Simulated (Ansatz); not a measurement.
The system is In3Se.

```
CELL_PARAMETERS angstrom
4.80376 0.00000 0.00000
0.00000 4.80376 0.00000
0.00000 0.00000 4.80376
ATOMIC_POSITIONS crystal
In 0.50000 0.50000 0.00000
In 0.50000 0.00000 0.50000
In 0.00000 0.50000 0.50000
Se 0.00000 0.00000 0.00000
```

The cell comes from a database or a generator and needn't be the stable form of this composition.

Base run:

| Quantity | Value |
| --- | --- |
| Program | Ansatz 0.2.0 |
| Functional | LDA |
| Potentials or basis | Ansatz PAW |
| Cutoff | 420 eV |
| Density cutoff | 1680 eV |
| k mesh | 6 × 6 × 6 |
| Occupations | fermi-dirac, width 0.05 eV |
| Spin | no spin polarisation |

Its results: band gap on the k mesh none (metal or under the smearing width); pressure -4.3 GPa.

Question: The run is repeated on the same cell with these changes: functional from LDA to PBE. What comes out?

Answer: Band gap on the k mesh none (metal or under the smearing width); pressure -0.3 GPa.

PBE binds less tightly than LDA, so the same cell stands under more pressure.

Caveats: the PAW data sets come from PBE, with cores solved anew for the run's functional, which leaves a small shift of forces and pressure (some runs).

Not every run made on this cell is shown here.
